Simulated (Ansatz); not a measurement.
The system is TiO.

```xyz
2
Lattice="3.0094 0.0000 0.0000 0.0000 3.0094 0.0000 0.0000 0.0000 3.6804" Properties=species:S:1:pos:R:3 pbc="T T T"
Ti    0.0000    0.0000    0.0000
O     0.0000    0.0000    1.8402
```

The cell was built by a generator and needn't be a form met in nature.

Program: Ansatz 0.2.0. Alike in all runs: task single point; level HSE06 form with a typed share of exact exchange; potentials or basis Ansatz PAW; no spin polarisation; cell as given; k mesh 5 × 5 × 4; cutoff (eV) 420; smearing fermi-dirac 0.05 eV; the mesh is coarse, so values aren't converged.

Task: Order these runs on this cell by their pressure, lowest first.
A. share of exact exchange 0.2
B. share of exact exchange 0.1
C. share of exact exchange 0.3

Result: C (-4.7 GPa), A (-2.8 GPa), B (-1.2 GPa).

Caveats: all runs use coarse meshes; the PAW data sets come from PBE, with cores solved anew for the run's functional, which leaves a small shift of forces and pressure; the thresholds are loose for stress.
